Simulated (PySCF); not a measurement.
**HfH₃⁺: stationary points from several starts**

Which structure of HfH₃⁺ lies lowest? The starts are trigonal planar, trigonal pyramidal and T-shaped; the spin state tried: singlet. Each end point is tested by its vibrations.

Method: PBE0, basis Hf def2-TZVP with ECP60, H def2-TZVP, scalar-relativistic core potentials, no spin–orbit coupling, density fitting; program: PySCF 2.14.0.

### Step 1. The starting structure

4 atoms, charge 1, spin multiplicity 1.

Bond lengths: Hf1–H2 1.803 Å, Hf1–H3 1.803 Å, Hf1–H4 1.803 Å. Angles: H2–Hf1–H3 120.0°, H2–Hf1–H4 120.0°, H3–Hf1–H4 120.0°.

```xyz
4
charge 1 multiplicity 1
Hf    0.0000    0.0000    0.0000
H     1.8032    0.0000    0.0000
H    -0.9016    1.5616    0.0000
H    -0.9016   -1.5616    0.0000
```

### Step 2. The SCF at the typed geometry

The steps below are one call of a driver around PySCF. For each, scf.py gives the equivalent set-up of the SCF; relaxations use the driver's own optimiser. After this first run the driver tries any further starts and a stability analysis.

Input file scf.py:

```python
from pyscf import gto, scf, dft
mol = gto.M(atom='''
Hf     0.000000     0.000000     0.000000
H      1.803200     0.000000     0.000000
H     -0.901600     1.561600     0.000000
H     -0.901600    -1.561600     0.000000''',
    basis={'Hf': 'def2-TZVP', 'H': 'def2-TZVP'},
    ecp={'Hf': 'def2-TZVP'},
    charge=1, spin=0)
mf = dft.RKS(mol, xc='PBE0')
mf.grids.atom_grid = (50, 194)
aux = {'Hf': 'def2-universal-JKFIT', 'H': 'def2-universal-JKFIT'}
mf = mf.density_fit(auxbasis=aux)
mf.conv_tol = 1e-08
mf.diis_space = 10
mf.max_cycle = 60
mf.init_guess = 'minao'
mf.verbose = 4
mf.kernel()
```

The run is started by

```bash
$ OMP_NUM_THREADS=2 python axn.py task.json out
```

After this run come: Trigonal planar start, singlet: relaxation; Is it a minimum? Harmonic modes; Following the imaginary mode; Frequencies; Relaxing the singlet from the trigonal pyramidal start; Relaxation: T-shaped start, singlet.

Before running it: what results should come out? Wanted: lowest minimum; geometry; wavenumbers; dipole moment; highest occupied, lowest empty level; polar-tensor charge of Hf1; zero-point energy.

**Answer**, as computed:

```
                            quantity                                   value
                      lowest minimum                            singlet, C3v
                            geometry   Hf–H 1.787 Å (×3); H–Hf–H 101.5° (×3)
                  wavenumbers (cm⁻¹)  500 (a1), 605 (e), 1871 (e), 1900 (a1)
      dipole moment (centre of mass)                                  3.65 D
highest occupied, lowest empty level                        -14.62, -8.87 eV
          polar-tensor charge of Hf1                                 +1.73 e
                   zero-point energy                             44.0 kJ/mol
                 entropy at 298.15 K                         242.8 J/(mol K)
```

What this shows: The lowest minimum found is the singlet of C3v symmetry. In the infrared the band at 1871 cm⁻¹ (e, stretch) leads. A search over typed starts can miss a lower isomer. With an element this heavy the missing spin–orbit coupling can shift these numbers.
